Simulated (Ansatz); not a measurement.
# Y2CI2: a single-point run

The task is a single-point run on Y2CI2. The structure is shown as the input types it.

Computed with Ansatz 0.2.0 (density functional or hybrid calculation with the settings of its input, plane waves (as first typed), unless a step's input says otherwise).

**1. The system as given**

Symmetry: P-3m1, No. 164, trigonal system. Conventional cell: a = 3.858 Å, b = 3.858 Å, c = 10.470 Å, α = 90.00°, β = 90.00°, γ = 120.00°. Around Y (site symmetry 3m) lie 3 C at 2.58 Å and 3 I at 3.10 Å. C (site symmetry -3m) has 6 Y at 2.58 Å as nearest neighbours. I (site symmetry 3m) has 3 Y at 3.10 Å as nearest neighbours.

Structure file:

```
Y C I
1.0
     3.85754    0.00000    0.00000
    -1.92877    3.34073    0.00000
     0.00000    0.00000   10.47024
Y C I
2 1 2
Direct
  0.33333 0.66667 0.12508
  0.66667 0.33333 0.87492
  0.00000 0.00000 0.00000
  0.33333 0.66667 0.66924
  0.66667 0.33333 0.33076
```

**2. Input and run**

File input.yaml:

```yaml
crystal:
  lattice:
    - [3.8575382304, 0.0, 0.0]
    - [-1.9287691152, 3.3407261036, 0.0]
    - [0.0, 0.0, 10.47024175]
  atoms:
    - { symbol: "Y", position: [0.3333333333, 0.6666666667, 0.1250769449] }
    - { symbol: "Y", position: [0.6666666667, 0.3333333333, 0.8749230551] }
    - { symbol: C, position: [0.0, 0.0, 0.0] }
    - { symbol: I, position: [0.3333333333, 0.6666666667, 0.6692415172] }
    - { symbol: I, position: [0.6666666667, 0.3333333333, 0.3307584828] }
kpoints:
  mp_grid: { grid: [6, 6, 2] }
hamiltonian:
  xc: pbesol
scf:
  occupations: { method: fixed }
  n_extra_bands: 5
  max_iter: 86
output:
  forces: true
  stress: true
  eigenvalues: true
basis:
  ecutrho_ratio: 1
```

Command:

```bash
> ansatz run input.yaml --threads 4 --pin off --max-ram 4608MiB --backend cpu --events-out ev --progress --plain --runs-dir out
```

Q: Will this input give a usable result? If not, why, and what should change?

This run ends as converged, with warnings (cutoff below recommended). Its log warns: «basis.ecutrho_ratio = 1 (ecutrho = 420 eV) is below the records' recommended 1680 eV»

Look at the input: basis.ecutrho_ratio is 1. The density grid can't hold the products of the orbitals.

To check: delete basis.ecutrho_ratio (the default then holds).
